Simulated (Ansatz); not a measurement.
# H₃ (doublet): wave-function methods side by side at distance H1–H2 along a hydrogen transfer = 0.693 Å, cc-pVQZ

Aim: climb from Hartree-Fock through coupled cluster and multireference methods for H₃ (doublet) at one geometry and basis, and see what each rung misses.

Method: cc-pVQZ, core rule «outside noble gas», up to 0 orbitals frozen; program: Ansatz 0.2.0, Gaussian basis.

Plan: UHF; CCSD(T) on ROHF; CCSD(T) on UHF; BCCD(T) on ROHF; CISD; CCSDT on ROHF; CCSDT on UHF; CASSCF and NEVPT2, 3 electrons in 3 orbitals; Full CI.

9 further runs of the same task are left out: 1 for a mislabelled method, 8 that didn't finish.

**1. What is computed**

The geometry derives from fragments relaxed apart (PBE0/def2-TZVP) and kept rigid, so it is no stationary point. A hydrogen atom is moved between rigid fragments.

3 atoms, charge 0, spin multiplicity 2.

Atoms are counted from 1 here; the program's logs count them from 0.

Bond lengths: H1–H2 0.693 Å.

**2. UHF**

in.yaml reads:

```yaml
crystal:
  periodic: [false, false, false]
  atoms:
    - {symbol: H, position_ang: [0.000000, 0.000000, -0.801667]}
    - {symbol: H, position_ang: [0.000000, 0.000000, -0.108667]}
    - {symbol: H, position_ang: [0.000000, 0.000000, 0.910333]}
basis:
  gaussian: {orbitals: cc-pVQZ}
magnetization: {spin_polarized: true, initial_magnetization: 1}
hamiltonian: {xc: hf}
output: {orbitals: {seedname: orbitals}}
```

Launch:

```console
ansatz run in.yaml --threads 1 --pin off --events-out ev --progress --plain --max-ram 2393MiB
```

After this run come: CCSD(T) on ROHF; CCSD(T) on UHF; BCCD(T) on ROHF; CISD; CCSDT on ROHF; CCSDT on UHF; CASSCF and NEVPT2, 3 electrons in 3 orbitals; Full CI.

Q: Predict the results of all the runs planned. Wanted: FCI below the RHF energy; RMP2 from FCI; UMP2 from FCI; RCCSD from FCI; RCCSD(T) from FCI; UCCSD(T) from FCI; NEVPT2 valence from FCI; T1 diagnostic; effectively unpaired electrons.

The runs gave:

| quantity | value |
| --- | --- |
| FCI below the RHF energy | -1.4930 eV |
| RMP2 from FCI | +279.5 meV |
| UMP2 from FCI | +269.5 meV |
| RCCSD from FCI | +15.2 meV |
| RCCSD(T) from FCI | +2.5 meV |
| UCCSD(T) from FCI | +2.5 meV |
| NEVPT2 valence from FCI | +241.6 meV |
| levels within 1 kcal/mol (43 meV) | CISD, RCCSD, UCCSD, RCCSD(T), UCCSD(T), BCCD(T), RCCSDT, UCCSDT |
| T1 diagnostic | 0.032 |
| effectively unpaired electrons | 1.01 |

**Reading.** RCCSD(T) lands +2.5 meV from the yardstick (0.2 % of the correlation energy). One determinant dominates. These misses are within one basis, not against nature.
